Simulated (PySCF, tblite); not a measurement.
**C12H15N: geometry, infrared bands, NMR shifts, spin-spin couplings and electronic excitations**

Wanted: the infrared bands, NMR shifts, spin-spin couplings and electronic excitations of C12H15N (`C=C1C=CC=CC=C1N1CCCC1`), by calculation.

The runs use tblite 0.8.0 and PySCF 2.14.0, with density-fitted response routines of our own; the level of theory stands in each step. All values are computed, except where a source is named. Atoms count from 0, in the outputs and in this text.

**1. The starting structure**

28 atoms, charge 0, multiplicity 1; geometry from: force field or distance geometry start.

Bonds of the start (Å): C0–C1 1.32, C1–C2 1.49, C2–C3 1.34, C3–C4 1.46, C4–C5 1.32, C5–C6 1.45, C6–C7 1.32, C7–N8 1.43, N8–C9 1.45, C9–C10 1.51, C10–C11 1.52, C11–C12 1.53, C7–C1 1.45, C12–N8 1.47, C0–H13 1.07, C0–H14 1.10, C2–H15 1.06, C3–H16 1.10, C4–H17 1.09, C5–H18 1.09, C6–H19 1.08, C9–H20 1.10, C9–H21 1.11, C10–H22 1.08, C10–H23 1.10, C11–H24 1.11, C11–H25 1.11, C12–H26 1.12, C12–H27 1.08.

**2. Relaxing the molecule with GFN2-xTB**

Job settings and geometry (Å):

```
{"job": {"kind": "relax", "xc": "GFN2-xTB", "basis": "xTB"}, "charge": 0, "multiplicity": 1}
C      0.481200    -2.155300     0.110900
C      1.219800    -1.073600    -0.086100
C      2.662000    -1.283700    -0.371700
C      3.611000    -0.347600    -0.271200
C      3.535400     1.041800     0.170100
C      2.443700     1.761900     0.355500
C      1.040200     1.416100     0.216400
C      0.544500     0.206200     0.040600
N     -0.885500     0.208800    -0.057100
C     -1.718000    -0.012200    -1.227900
C     -3.100500     0.326100    -0.735000
C     -3.029700    -0.223000     0.678700
C     -1.735600     0.469200     1.115600
H      0.907700    -3.138300     0.043200
H     -0.590800    -2.094600     0.338200
H      2.918500    -2.262700    -0.698000
H      4.612400    -0.721300    -0.535700
H      4.468200     1.568200     0.345200
H      2.591600     2.790900     0.680200
H      0.308400     2.213300     0.276000
H     -1.736200    -1.073900    -1.507400
H     -1.433800     0.645700    -2.075100
H     -3.891200    -0.127100    -1.320800
H     -3.183200     1.420600    -0.670400
H     -3.868700     0.117600     1.315800
H     -2.873700    -1.322600     0.716800
H     -1.993200     1.563200     1.116300
H     -1.325300     0.113500     2.051200
```

The run is started by

```bash
> OMP_NUM_THREADS=2 python probes_run.py task.json out
```

This one command runs all jobs of the session in turn.

**Question.** This job is followed by: GFN2-xTB harmonic vibrations, gas phase; PBE0-D3(BJ)/def2-SVP geometry optimisation, gas phase; GIAO PBE0/pcSseg-1 NMR shielding, non-relativistic, gas phase; B3LYP/pcJ-1 indirect spin-spin coupling, non-relativistic, gas phase; TDDFT B3LYP/def2-SVPD, vertical, gas phase, core orbitals frozen in the response; GIAO WP04/pcSseg-1 NMR shielding, non-relativistic, gas phase. Predict these results of the whole session: strongest single infrared mode (GFN2-xTB); zero-point energy (GFN2-xTB); point group; rotational constants (main isotopes); ¹³C shifts against TMS (PBE0/pcSseg-1, means over atoms taken as alike); ¹H shifts against TMS (PBE0/pcSseg-1, means over atoms taken as alike); ¹⁵N shifts against NH3 (PBE0/pcSseg-1); largest coupling of the table (B3LYP/pcJ-1); lowest singlet (B3LYP/def2-SVPD); brightest single state of those computed; lowest triplet; range of the shift of C0.

As calculated:

| quantity | value |
| --- | --- |
| strongest single infrared mode (GFN2-xTB) | 1530 cm⁻¹, 390 km/mol |
| zero-point energy (GFN2-xTB) | 148.3 kcal/mol |
| point group | C1 |
| rotational constants (main isotopes) | 1.62, 0.55, 0.45 GHz |
| ¹³C shifts against TMS (PBE0/pcSseg-1, means over atoms taken as alike) | 149.0, 148.6, 138.4, 137.2, 125.4, 124.1, 119.8, 104.6, 51.2, 28.6 ppm |
| ¹H shifts against TMS (PBE0/pcSseg-1, means over atoms taken as alike) | 6.49, 6.27, 6.07, 5.94, 5.18, 4.77, 4.74, 3.03, 1.77 ppm |
| ¹⁵N shifts against NH3 (PBE0/pcSseg-1) | 110.0 ppm |
| largest coupling of the table (B3LYP/pcJ-1) | ¹J(C,H) C0–H13, 169.4 Hz |
| lowest singlet (B3LYP/def2-SVPD) | 3.23 eV (384 nm), f = 0.112 |
| brightest single state of those computed | state 8, 5.25 eV, f = 0.264 |
| lowest triplet | 2.20 eV |
| range of the shift of C0 | 117.5 to 119.8 ppm |

What this shows: Relaxing lowered the energy by 1.060 eV in 196 steps; the close pair that moved most is C7–N8, from 1.433 to 1.363 Å (GFN2-xTB). All 78 modes are real, so the xTB geometry is a minimum. The strongest single mode, at 1530 cm⁻¹, is carried by C5, C6, C7, C4. Unscaled tight-binding wavenumbers are off by several per cent, some by more. Its intensities can rank the bands wrongly. Over 11 steps the energy fell by 0.326 eV; of the close pairs, C0–H13 changed most, 1.036 to 1.093 Å (PBE0/def2-SVP). No frequency check was run at this level, so the end point may be a saddle. Of the pairs tabulated at B3LYP/pcJ-1, C0–H13 couples most strongly (169.4 Hz; Fermi contact 168.1 Hz). Couplings across rotatable bonds belong to this one conformer; where others are populated, the observed values are averages. The lowest singlet, at 3.23 eV, is HOMO→LUMO 0.96 and is bright; of the 10 states computed, the strongest absorption comes from state 8 at 5.25 eV. The lowest triplet lies 1.02 eV below the lowest singlet (triplets in Tamm-Dancoff, singlets in full TDDFT). States above −ε(HOMO) lie where TDDFT describes them poorly and they hang on the basis; the brightest is among them. Across the 2 runs the shift of C0 moves most, between 117.5 (WP04/pcSseg-1) and 119.8 ppm (PBE0/pcSseg-1).
